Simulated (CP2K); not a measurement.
**AlPNH4OF (SMILES [NH2][Al]([F])[PH]O) at revPBE-D3(BJ)/TZV2P-MOLOPT-PBE-GTH (core potential)**

Aim: the energy change on altering one bond length of AlPNH4OF at revPBE-D3(BJ)/TZV2P-MOLOPT-PBE-GTH (core potential), from 2 runs. 

Program for the calculation: CP2K 2026.2.

### 1 The molecule

AlPNH4OF has 9 atoms, charge 0, and is taken as a singlet. SMILES: `[NH2][Al]([F])[PH]O`. Geometry: relaxed at PBE0-D4/def2-TZVP. This is one conformer, not always the lowest.

Bond lengths: N1–Al2 1.755 Å, Al2–F3 1.652 Å, Al2–P4 2.334 Å, P4–O5 1.677 Å, N1–H6 1.007 Å, N1–H7 1.006 Å, P4–H8 1.430 Å, O5–H9 0.960 Å. Angles: N1–Al2–F3 119.8°, N1–Al2–P4 121.0°, F3–Al2–P4 119.0°, Al2–P4–O5 96.2°, Al2–N1–H6 122.5°, Al2–N1–H7 126.3°, Al2–P4–H8 92.8°, O5–P4–H8 100.3°, P4–O5–H9 109.0°, H6–N1–H7 111.1°.

### 2 A single-point energy at revPBE-D3(BJ)/TZV2P-MOLOPT-PBE-GTH (core potential)

Contents of calc.inp:

```
&FORCE_EVAL
   METHOD QS
   &DFT
      BASIS_SET_FILE_NAME BASIS_MOLOPT_UZH
      POTENTIAL_FILE_NAME POTENTIAL_UZH
      # Quickstep
      &QS
         METHOD GPW
         EPS_DEFAULT 1.0E-10
      &END
      # real-space grids
      &MGRID
         CUTOFF 400
         REL_CUTOFF 50
         NGRIDS 4
      &END
      # no periodic images
      &POISSON
         PERIODIC NONE
         POISSON_SOLVER MULTIPOLE
      &END
      # SCF settings
      &SCF
         SCF_GUESS ATOMIC
         EPS_SCF 1.0E-06
         MAX_SCF 30
         &OT
            MINIMIZER DIIS
            PRECONDITIONER FULL_SINGLE_INVERSE
         &END
         &OUTER_SCF
            EPS_SCF 1.0E-06
            MAX_SCF 10
         &END
      &END
      # exchange and correlation
      &XC
         &XC_FUNCTIONAL
            &PBE
               PARAMETRIZATION REVPBE
            &END
         &END
         &VDW_POTENTIAL
            POTENTIAL_TYPE PAIR_POTENTIAL
            &PAIR_POTENTIAL
               TYPE DFTD3(BJ)
               PARAMETER_FILE_NAME dftd3.dat
               REFERENCE_FUNCTIONAL revPBE
               R_CUTOFF 15
            &END
         &END
      &END
      &PRINT
         &MOMENTS
            PERIODIC F
            REFERENCE COM
            MAX_MOMENT 1
         &END
         &MO_CUBES
            NLUMO 5
            NHOMO -1
            WRITE_CUBE F
         &END
         &HIRSHFELD OFF
         &END
      &END
   &END
   &SUBSYS
      # box in angstrom
      &CELL
         ABC 12.1 10.4 9.3
         PERIODIC NONE
      &END
      &COORD
         N      1.489200     1.004600    -0.185800
         Al     0.882400    -0.572900     0.285200
         F      1.905300    -1.677400     0.966000
         P     -1.322700    -1.196100    -0.158400
         O     -1.889900     0.351100    -0.471500
         H      0.893900     1.722700    -0.565900
         H      2.431700     1.338900    -0.072400
         H     -1.643200    -1.310200     1.230300
         H     -2.658100     0.293000    -1.044600
      &END
      &TOPOLOGY
         &CENTER_COORDINATES
         &END
      &END
      &KIND N
         BASIS_SET TZV2P-MOLOPT-PBE-GTH-q5
         POTENTIAL GTH-PBE-q5
      &END
      &KIND Al
         BASIS_SET TZV2P-MOLOPT-PBE-GTH-q3
         POTENTIAL GTH-PBE-q3
      &END
      &KIND F
         BASIS_SET TZV2P-MOLOPT-PBE-GTH-q7
         POTENTIAL GTH-PBE-q7
      &END
      &KIND P
         BASIS_SET TZV2P-MOLOPT-PBE-GTH-q5
         POTENTIAL GTH-PBE-q5
      &END
      &KIND O
         BASIS_SET TZV2P-MOLOPT-PBE-GTH-q6
         POTENTIAL GTH-PBE-q6
      &END
      &KIND H
         BASIS_SET TZV2P-MOLOPT-PBE-GTH-q1
         POTENTIAL GTH-PBE-q1
      &END
   &END
&END

&GLOBAL
   PROJECT calc
   RUN_TYPE ENERGY
   PRINT_LEVEL MEDIUM
&END
```

On the command line:

```bash
$ OMP_NUM_THREADS=1 cp2k.psmp -i calc.inp > calc.out 2>&1
```

Standard output:

```text
CP2K| version string:                                       CP2K version 2026.2
[...]
 GLOBAL| Method name                                                        CP2K
[...]
 GLOBAL| Run type                                                         ENERGY
[...]
 DFT| Spin restricted Kohn-Sham (RKS) calculation                            RKS
 DFT| Multiplicity                                                             1
[...]
 DFT| Charge                                                                   0
[...]
 FUNCTIONAL| PBE:
[...]
 QS| Method:                                                                 GPW
[...]
 QS| Density cutoff [a.u.]:                                                200.0
[...]
 QS| Relative density cutoff [a.u.]:                                        25.0
[...]
                             - Atoms:                                          9
[...]
                             - Spherical basis functions:                    201
[...]
 Number of electrons:                                                         30
[...]
     1 OT DIIS     0.80E-01    4.9     0.09806451       -58.7874422748 -5.88E+01
[...]
     7 OT DIIS     0.80E-01    4.5     0.00000045       -61.4275758237 -3.42E-10
  *** SCF run converged in     7 steps ***
[...]
  Overlap energy of the core charge distribution:               0.00000029164985
  Self energy of the core charge distribution:               -158.40547348358797
  Core Hamiltonian energy:                                     44.34527635749975
  Hartree energy:                                              67.42385634969939
  Exchange-correlation energy:                                -14.77579350095842
  Dispersion energy:                                           -0.01544183801551
  Total energy:                                               -61.42757582371289
[...]
                     Mulliken Population Analysis
 #  Atom  Element  Kind  Atomic population                           Net charge
       1     N        1          5.404734                             -0.404734
       2     Al       2          1.986992                              1.013008
       3     F        3          7.494101                             -0.494101
       4     P        4          5.028938                             -0.028938
       5     O        5          6.312357                             -0.312357
       6     H        6          0.915893                              0.084107
       7     H        6          0.936970                              0.063030
       8     H        6          1.032371                             -0.032371
       9     H        6          0.887645                              0.112355
 # Total charge                             30.000000                  0.000000
[...]
  Dipole moment [Debye]
    X= -0.1129247E+01 Y=  0.1777878E+01 Z= -0.1036529E+01  Total=      2.3474334
[...]
 HOMO - LUMO gap [eV] :    4.128260
 ENERGY| Total FORCE_EVAL ( QS ) energy [hartree]            -61.427575823712893
[...]
```

Wall time 2.8 min (1 thread of AMD EPYC (Zen 3), shared host); peak memory 0.97 GiB.

### 3 The distorted shape

Contents of molecule.inp:

```
&GLOBAL
  PROJECT_NAME molecule
  RUN_TYPE ENERGY
  PRINT_LEVEL MEDIUM
&END GLOBAL
&FORCE_EVAL
  METHOD QUICKSTEP
  &DFT
    BASIS_SET_FILE_NAME BASIS_MOLOPT_UZH
    POTENTIAL_FILE_NAME POTENTIAL_UZH
    &QS
      METHOD GPW
      EPS_DEFAULT 1.0E-10
    &END QS
    &MGRID
      CUTOFF 400
      REL_CUTOFF 50
      NGRIDS 4
    &END MGRID
    &POISSON
      PERIODIC NONE
      POISSON_SOLVER MULTIPOLE
    &END POISSON
    &SCF
      SCF_GUESS ATOMIC
      EPS_SCF 1.0E-06
      MAX_SCF 100
      ADDED_MOS 5
      &DIAGONALIZATION
        ALGORITHM STANDARD
      &END DIAGONALIZATION
      &MIXING
        METHOD BROYDEN_MIXING
        ALPHA 0.3
        NBUFFER 8
      &END MIXING
    &END SCF
    &XC
      &XC_FUNCTIONAL
        &PBE
          PARAMETRIZATION REVPBE
        &END PBE
      &END XC_FUNCTIONAL
      &VDW_POTENTIAL
        POTENTIAL_TYPE PAIR_POTENTIAL
        &PAIR_POTENTIAL
          TYPE DFTD3(BJ)
          PARAMETER_FILE_NAME dftd3.dat
          REFERENCE_FUNCTIONAL revPBE
          R_CUTOFF 15
        &END PAIR_POTENTIAL
      &END VDW_POTENTIAL
    &END XC
    &PRINT
      &MOMENTS
        PERIODIC F
        REFERENCE COM
        MAX_MOMENT 1
      &END MOMENTS
      &MO ON
        ENERGIES T
        OCCUPATION_NUMBERS T
        NDIGITS 6
        &EACH
          QS_SCF 0
        &END EACH
        ADD_LAST NUMERIC
      &END MO
      &HIRSHFELD OFF
      &END HIRSHFELD
    &END PRINT
  &END DFT
  &SUBSYS
    &CELL
      ABC 12.1 10.4 9.7
      PERIODIC NONE
    &END CELL
    &COORD
      UNIT bohr
      N      2.9958792     1.9631042    -1.1384013
      Al     1.8491934    -1.0179388    -0.2483402
      F      3.7821942    -3.1051413     1.0381853
      P     -2.3178417    -2.1956161    -1.0866228
      O     -3.3896943     0.7281682    -1.6782960
      H      1.8709252     3.3201165    -1.8566862
      H      4.7769461     2.5948396    -0.9241063
      H     -3.1051980    -2.4759192     2.3249301
      H     -4.8413820     0.6183751    -2.7612980
    &END COORD
    &TOPOLOGY
      &CENTER_COORDINATES
      &END CENTER_COORDINATES
    &END TOPOLOGY
    &KIND N
      BASIS_SET TZV2P-MOLOPT-PBE-GTH-q5
      POTENTIAL GTH-PBE-q5
    &END KIND
    &KIND Al
      BASIS_SET TZV2P-MOLOPT-PBE-GTH-q3
      POTENTIAL GTH-PBE-q3
    &END KIND
    &KIND F
      BASIS_SET TZV2P-MOLOPT-PBE-GTH-q7
      POTENTIAL GTH-PBE-q7
    &END KIND
    &KIND P
      BASIS_SET TZV2P-MOLOPT-PBE-GTH-q5
      POTENTIAL GTH-PBE-q5
    &END KIND
    &KIND O
      BASIS_SET TZV2P-MOLOPT-PBE-GTH-q6
      POTENTIAL GTH-PBE-q6
    &END KIND
    &KIND H
      BASIS_SET TZV2P-MOLOPT-PBE-GTH-q1
      POTENTIAL GTH-PBE-q1
    &END KIND
  &END SUBSYS
&END FORCE_EVAL
```

On the command line:

```bash
$ OMP_NUM_THREADS=1 cp2k.psmp -i molecule.inp > molecule.out 2>&1
```

Standard output:

```text
CP2K| version string:                                       CP2K version 2026.2
[...]
 GLOBAL| Method name                                                        CP2K
[...]
 GLOBAL| Run type                                                         ENERGY
[...]
 DFT| Spin restricted Kohn-Sham (RKS) calculation                            RKS
 DFT| Multiplicity                                                             1
[...]
 DFT| Charge                                                                   0
[...]
 FUNCTIONAL| PBE:
[...]
 QS| Method:                                                                 GPW
[...]
 QS| Density cutoff [a.u.]:                                                200.0
[...]
 QS| Relative density cutoff [a.u.]:                                        25.0
[...]
                             - Atoms:                                          9
[...]
                             - Spherical basis functions:                    201
[...]
 Number of electrons:                                                         30
[...]
     1 NoMix/Diag. 0.30E+00    4.3     1.51345296       -60.9717112647 -6.10E+01
[...]
    24 Broy./Diag. 0.30E+00    5.1     0.00000083       -61.3970508369  2.12E-06
  *** SCF run converged in    24 steps ***
[...]
  Overlap energy of the core charge distribution:               0.00000026853772
  Self energy of the core charge distribution:               -158.40547348358797
  Core Hamiltonian energy:                                     44.15641412007520
  Hartree energy:                                              67.56245781024398
  Exchange-correlation energy:                                -14.69483794762909
  Dispersion energy:                                           -0.01561160456358
  Total energy:                                               -61.39705083692373
[...]
                     Mulliken Population Analysis
 #  Atom  Element  Kind  Atomic population                           Net charge
       1     N        1          5.403637                             -0.403637
       2     Al       2          1.978232                              1.021768
       3     F        3          7.493031                             -0.493031
       4     P        4          5.033267                             -0.033267
       5     O        5          6.292569                             -0.292569
       6     H        6          0.915687                              0.084313
       7     H        6          0.936500                              0.063500
       8     H        6          1.063602                             -0.063602
       9     H        6          0.883475                              0.116525
 # Total charge                             30.000000                  0.000000
[...]
  Dipole moment [Debye]
    X= -0.9397699E+00 Y=  0.1963361E+01 Z= -0.1663908E+01  Total=      2.7398070
 ENERGY| Total FORCE_EVAL ( QS ) energy [hartree]            -61.397050836923732
[...]
```

It took 2.1 min on 1 thread of AMD EPYC (Zen 3), shared host; peak memory 1.7 GiB.

### 4 Results

Level: revPBE-D3(BJ)/TZV2P-MOLOPT-PBE-GTH (core potential).

| quantity | value |
| --- | --- |
| first shape: total energy | -61.42758 Eh |
| first shape: dipole moment | 2.35 D |
| first shape: HOMO energy | -5.78 eV |
| first shape: LUMO energy | -1.65 eV |
| first shape: HOMO–LUMO gap | 4.13 eV |
| first shape: dispersion energy | -40.54 kJ/mol |
| distorted shape: total energy | -61.39705 Eh |
| distorted shape: dipole moment | 2.74 D |
| distorted shape: HOMO energy | -5.90 eV |
| distorted shape: LUMO energy | -1.86 eV |
| distorted shape: HOMO–LUMO gap | 4.04 eV |
| distorted shape: dispersion energy | -40.99 kJ/mol |
| energy change with the P4–H8 bond stretched from 1.430 to 1.859 Å | 0.831 eV |

In words: With the P4–H8 bond stretched from 1.430 to 1.859 Å the energy rises by 0.83 eV (19.2 kcal/mol). The first shape isn't relaxed at this level, so the change isn't measured from a minimum.
